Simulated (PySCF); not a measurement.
# [SmI2]+: other functionals and bases at one geometry

Aim: see how levels, charges and forces of [SmI2]+ depend on the level of theory. The structure is generated, not taken from experiment.

The runs use PySCF 2.14.0; several levels, as the steps say, no spin–orbit coupling.

1 further run of the same task is left out (for a known fault of the program).

### 1 The starting structure

3 atoms, charge 1, spin multiplicity 1.

Bond lengths: Sm1–I2 2.776 Å, Sm1–I3 2.776 Å. Angles: I2–Sm1–I3 106.5°.

Coordinates:

| atom | x (Å) | y (Å) | z (Å) |
| --- | --- | --- | --- |
| Sm1 | 0.0000 | 0.0000 | -1.0567 |
| I2 | 2.2248 | 0.0000 | 0.6037 |
| I3 | -2.2248 | 0.0000 | 0.6037 |

Formal oxidation states: Sm +3. Each metal's 5 4f electrons lie in its core potential, so multiplicities, spins and levels count the valence alone. An earlier session relaxed this geometry at PBE0, Sm lcecp-1-SVP with ECP51, I def2-SVP with ECP28 (singlet, point group C2v).

At PBE0 on the finer grid: E = -630.023011 Eh, HOMO -11.78 eV, LUMO -7.53 eV, Mulliken charge on Sm1 +1.12 e, largest force component 0.027 eV/Å. 

Levels to run: B3LYP; BLYP; PBE0, TZVP. Hardware: 2 threads of Intel Xeon at 2.80GHz (Skylake/Cascade Lake), shared host.

### 2 B3LYP

run.py (the lines that set the calculation) reads:

```python
mol = gto.M(atom='''
Sm     0.00000     0.00000    -1.05673
I      2.22484     0.00000     0.60373
I     -2.22484     0.00000     0.60373''',
    basis={'Sm': 'lcecp-1-SVP', 'I': 'def2-SVP'},
    ecp={'Sm': 'lcecp-1-SVP', 'I': 'def2-SVP'},
    charge=1, spin=0)
mf = dft.RKS(mol, xc='B3LYP')
mf.grids.atom_grid = (75, 302)  # f atoms: unpruned, at least (60, 302)
mf = mf.density_fit()  # fitting sets: Sm AutoAux, I def2-universal-JKFIT
mf.conv_tol = 1e-08; mf.max_cycle = 55
mf.kernel(dm0)  # dm0: the density of the relaxed state
```

Started as:

```bash
OMP_NUM_THREADS=2 python run.py
```

### 3 BLYP

Changes to run.py (the lines that set the calculation) since step 2:

```diff
@@ -7,3 +7,3 @@
     charge=1, spin=0)
-mf = dft.RKS(mol, xc='B3LYP')
+mf = dft.RKS(mol, xc='BLYP')
 mf.grids.atom_grid = (75, 302)  # f atoms: unpruned, at least (60, 302)
```

### 4 PBE0, TZVP

Basis: Sm lcecp-1-TZVP with ECP51, I def2-TZVP with ECP28. 

run.py (the lines that set the calculation) reads:

```python
mol = gto.M(atom='''
Sm     0.00000     0.00000    -1.05673
I      2.22484     0.00000     0.60373
I     -2.22484     0.00000     0.60373''',
    basis={'Sm': 'lcecp-1-TZVP', 'I': 'def2-TZVP'},
    ecp={'Sm': 'lcecp-1-TZVP', 'I': 'def2-TZVP'},
    charge=1, spin=0)
mf = dft.RKS(mol, xc='PBE0')
mf.grids.atom_grid = (75, 302)  # f atoms: unpruned, at least (60, 302)
mf = mf.density_fit()  # fitting sets: Sm AutoAux, I def2-universal-JKFIT
mf.conv_tol = 1e-08; mf.max_cycle = 55
mf.kernel(dm0)  # dm0: free metal ions and neutral atoms
```

**Question.** What will these runs give? Wanted: for each run, HOMO; gap; charge on Sm1; dipole; largest force.

The runs gave:

| level | state | HOMO (eV) | gap (eV) | charge on Sm1 (e) | dipole (D) | largest force (eV/Å) | basis functions | time |
| --- | --- | --- | --- | --- | --- | --- | --- | --- |
| PBE0 (relaxed here) | singlet | -11.78 | 4.25 | 1.12 | 7.97 | 0.03 | 85 | 13 s |
| B3LYP | singlet | -11.51 | 3.69 | 1.07 | 7.77 | 0.32 | 85 | 7 s |
| BLYP | singlet | -10.53 | 2.35 | 0.96 | 7.19 | 0.59 | 85 | 8.3 s |
| PBE0, TZVP | singlet | -11.71 | 4.31 | 1.39 | 7.73 | 0.09 | 147 | 17 s |

Times are on 2 threads of Intel Xeon at 2.80GHz (Skylake/Cascade Lake), shared host; the first row also made further properties. The dipole of a charged species depends on the origin, so these sizes hold for this origin alone.

In one basis the HOMO–LUMO gap runs from 2.35 eV (BLYP) to 4.25 eV (PBE0). The largest leftover force, 0.59 eV/Å with BLYP, stands at a geometry relaxed at another level. The Mulliken charge on Sm spans +0.96 to +1.39 e over the levels. With 4f in the core, its levels are missing from HOMO and gap. Total energies of different levels can't be compared. Spin–orbit coupling is left out throughout.
